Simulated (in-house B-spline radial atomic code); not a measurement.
**Pt²²⁺: excited configurations**

Aim: the energies of several excited configurations of Pt²²⁺ above a reference configuration, each from its own self-consistent run.

Program: in-house B-spline radial atomic code version 1. Level of theory: Dirac-Hartree-Fock, average of configuration, Fermi nucleus, basis-set limit. These are calculated values, not measurements, unless marked.

### Step 1. The atom as given

- element: platinum (Z = 78)
- charge: +22
- electrons: 56
- configuration: [Kr] 4d10 4f10
- Hamiltonian: Dirac-Coulomb
- nucleus: Fermi, rms radius 5.427 fm

Outer shells as boxes (Hund's rule):

[Kr] 4d10 4f10
```
[Kr] core
4d [↑↓][↑↓][↑↓][↑↓][↑↓]
4f [↑↓][↑↓][↑↓][↑ ][↑ ][↑ ][↑ ]
```

The boxes draw the filling by Hund's rule, which heavy ions in jj coupling don't follow; these runs average over all states of the configuration.

Settings, as recorded:

```ini
Z = 78
electrons = 56.0
configuration = [Kr] 4d10 4f10
hamiltonian = dirac
method = hf
spin_polarised = False
nucleus = fermi
rms_radius = 5.427
mass_number = 195
atomic_mass = 194.964794325
speed_of_light = 137.035999084
```

This reference run was done before. Its total energy is -18236.508426 hartree, and its levels are (the highest eight at most):

```tsv
orbital	occupation	energy (eV)	<r> (bohr)
3d5/2	6	-2770.79	0.1720
4s1/2	2	-1330.70	0.4085
4p1/2	2	-1213.51	0.4101
4p3/2	4	-1115.67	0.4387
4d3/2	4	-922.44	0.4415
4d5/2	6	-903.46	0.4508
4f5/2	4.28571	-661.31	0.4480
4f7/2	5.71429	-657.08	0.4524
```

### Step 2. Run with [Kr] 4d10 4f9 6d1

Settings, as recorded:

```ini
Z = 78
electrons = 56.0
configuration = [Kr] 4d10 4f9 6d1
hamiltonian = dirac
method = hf
spin_polarised = False
nucleus = fermi
rms_radius = 5.427
mass_number = 195
atomic_mass = 194.964794325
speed_of_light = 137.035999084
```

### Step 3. Configuration [Kr] 4d10 4f9 5g1

Changes to the settings of step 2:

```diff
@@ -2,3 +2,3 @@
 electrons = 56.0
-configuration = [Kr] 4d10 4f9 6d1
+configuration = [Kr] 4d10 4f9 5g1
 hamiltonian = dirac
```

### Step 4. [Kr] 4d9 4f10 8f1

Changes to the settings of step 3:

```diff
@@ -2,3 +2,3 @@
 electrons = 56.0
-configuration = [Kr] 4d10 4f9 5g1
+configuration = [Kr] 4d9 4f10 8f1
 hamiltonian = dirac
```

### Step 5. Configuration [Kr] 4d9 4f10 5s1

Changes to the settings of step 4:

```diff
@@ -2,3 +2,3 @@
 electrons = 56.0
-configuration = [Kr] 4d9 4f10 8f1
+configuration = [Kr] 4d9 4f10 5s1
 hamiltonian = dirac
```

### Step 6. Run with [Kr] 4d10 4f9 8f1

Changes to the settings of step 5:

```diff
@@ -2,3 +2,3 @@
 electrons = 56.0
-configuration = [Kr] 4d9 4f10 5s1
+configuration = [Kr] 4d10 4f9 8f1
 hamiltonian = dirac
```

**Question.** How far above the reference does each configuration lie (order and size, in eV)?

The runs gave:

| net move | configuration | energy above the reference (eV) | with Breit, QED, recoil (eV) | largest <r> (bohr) |
| --- | --- | --- | --- | --- |
| 4d → 5s | [Kr] 4d9 4f10 5s1 | 308.18 | 308.43 | 0.803 |
| 4f → 5g | [Kr] 4d10 4f9 5g1 | 358.49 | 358.53 | 1.11 |
| 4f → 6d | [Kr] 4d10 4f9 6d1 | 370.15 | 370.28 | 1.55 |
| 4f → 8f | [Kr] 4d10 4f9 8f1 | 526.22 | 526.26 | 3.38 |
| 4d → 8f | [Kr] 4d9 4f10 8f1 | 778.46 | 777.86 | 3.38 |

Quantum defects of the promoted electron, δ = n − ζ/√(−2ε) with ζ = 23 and ε its orbital energy in hartree:

| promotion | δ |
| --- | --- |
| 4d → 5s | 1.536 |
| 4f → 5g | 0.077 |
| 4f → 6d | 0.978 |
| 4f → 8f | 0.537 |
| 4d → 8f | 0.537 |

The energies run from 308.18 eV (4d → 5s) to 778.46 eV (4d → 8f). 1 of them lies more than 2 % above the ionisation threshold that Koopmans' theorem gives (657.08 eV), where such states can decay by emitting an electron. Of those tabulated, the defect is largest for 5s (1.54) and least for 5g (0.08); at this charge much of the defect is relativistic. Two partly filled shells share a symmetry and can mix in the average, which may lower the energy, for: 4f → 8f; 4d → 8f. These are averages over configurations, without correlation, not spectroscopic levels.
